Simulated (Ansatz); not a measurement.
**CH₇AsSi: one species, many methods**

An exercise on one series of results from a longer session: the logs are not shown, and one member is left open.

The runs use Ansatz 0.2.0, Gaussian basis; functionals in def2-TZVPP, the program's frozen cores in correlated methods.

Plan: LDA (SPW92), PBE-D4, revPBE-D4, BLYP-D4, r2SCAN-D4, B97M-V, PBE0-D4, B3LYP-D4, r2SCANh-D4, r2SCAN0-D4, HSE06-D4, BHLYP-D4, CAM-B3LYP-D4, LC-ωPBE, ωB97X-V, ωB97M-V, B2PLYP, PBE-QIDH; CCSD(T)/def2-SVP; CCSD(T)/def2-TZVPP; MP2/def2-QZVPP; extrapolation to the limit; RPA on PBE.

## The relaxed structure

All runs share one geometry, relaxed beforehand with PBE0-D4 in a triple-zeta def2 set.

10 atoms, charge 0, spin multiplicity 1.

Atoms are counted from 1 here; the program's logs count them from 0.

Bond lengths: C1–Si2 1.872 Å, C1–H4 1.093 Å, C1–H5 1.092 Å, C1–H6 1.092 Å, Si2–As3 2.368 Å, Si2–H7 1.488 Å, Si2–H8 1.489 Å, As3–H9 1.522 Å, As3–H10 1.523 Å. Angles: Si2–C1–H4 110.6°, Si2–C1–H5 110.8°, Si2–C1–H6 110.8°, H4–C1–H5 108.1°, H4–C1–H6 108.2°, H5–C1–H6 108.2°, C1–Si2–As3 109.4°, C1–Si2–H7 110.3°, C1–Si2–H8 110.4°, As3–Si2–H7 111.9°, As3–Si2–H8 106.9°, H7–Si2–H8 108.0°, Si2–As3–H9 92.5°, Si2–As3–H10 92.2°, H9–As3–H10 92.3°.

Set-up of the first run:

Contents of in.yaml:

```yaml
crystal:
  periodic: [false, false, false]
  atoms:
    - {symbol: C, position_ang: [-0.981692, 0.667409, -0.980381]}
    - {symbol: Si, position_ang: [-0.188272, -0.649871, 0.087245]}
    - {symbol: As, position_ang: [1.209468, 0.381394, 1.697399]}
    - {symbol: H, position_ang: [-1.665828, 0.216240, -1.702932]}
    - {symbol: H, position_ang: [-0.223733, 1.226435, -1.533703]}
    - {symbol: H, position_ang: [-1.547382, 1.373705, -0.368840]}
    - {symbol: H, position_ang: [0.561027, -1.618966, -0.758060]}
    - {symbol: H, position_ang: [-1.229222, -1.404576, 0.838485]}
    - {symbol: H, position_ang: [1.871853, -0.938160, 2.067092]}
    - {symbol: H, position_ang: [2.276780, 0.695191, 0.656693]}
basis:
  gaussian: {orbitals: def2-TZVPP}
hamiltonian: {xc: lda}
output: {orbitals: {seedname: orbitals}}
```

Command:

```
ansatz run in.yaml --threads 2 --pin off --events-out ev --progress --plain --max-ram 4352MiB
```

Among the steps run: LDA; PBE-D4 (GGA); revPBE-D4 (GGA); BLYP-D4 (GGA); r2SCAN-D4 (meta-GGA); B97M-V (meta-GGA); B3LYP-D4 (hybrid); r2SCANh-D4 (hybrid); r2SCAN0-D4 (hybrid); HSE06-D4 (hybrid); BHLYP-D4 (hybrid); CAM-B3LYP-D4 (range-separated); LC-ωPBE (range-separated); ωB97X-V (range-separated); ωB97M-V (range-separated); B2PLYP (double hybrid); PBE-QIDH (double hybrid).

One of the session's tables, all rows but one given; the rest of the session is left out.

```
  functional  HOMO (eV)  LUMO (eV)  gap (eV)
 LDA (SPW92)      -6.36      -0.71      5.65
      PBE-D4      -6.24      -0.54      5.70
   revPBE-D4      -6.20      -0.46      5.74
     BLYP-D4      -6.09      -0.45      5.64
   r2SCAN-D4      -6.50      -0.23      6.27
      B97M-V      -6.55      -0.43      6.12
     PBE0-D4      -7.29       0.27      7.56
    B3LYP-D4          ?          ?         ?
  r2SCANh-D4      -6.89       0.05      6.94
  r2SCAN0-D4      -7.47       0.46      7.93
    HSE06-D4      -6.90      -0.11      6.80
    BHLYP-D4      -8.21       1.06      9.27
CAM-B3LYP-D4      -8.53       1.22      9.75
     LC-ωPBE      -9.83       2.37     12.20
     ωB97X-V      -9.50       2.23     11.73
     ωB97M-V      -9.36       1.94     11.30
```

Estimate the missing values for B3LYP-D4.

Worked estimate for «HOMO (eV)». Against the share of exact exchange, BLYP-D4 (0, -6.09), BHLYP-D4 (0.5, -8.21) give a slope of -4.24 per unit share; at 0.2 the line stands at -6.94.

The run gave: HOMO (eV): -7.09; LUMO (eV): 0.03; gap (eV): 7.12. In «HOMO (eV)» the line misses by +0.15.
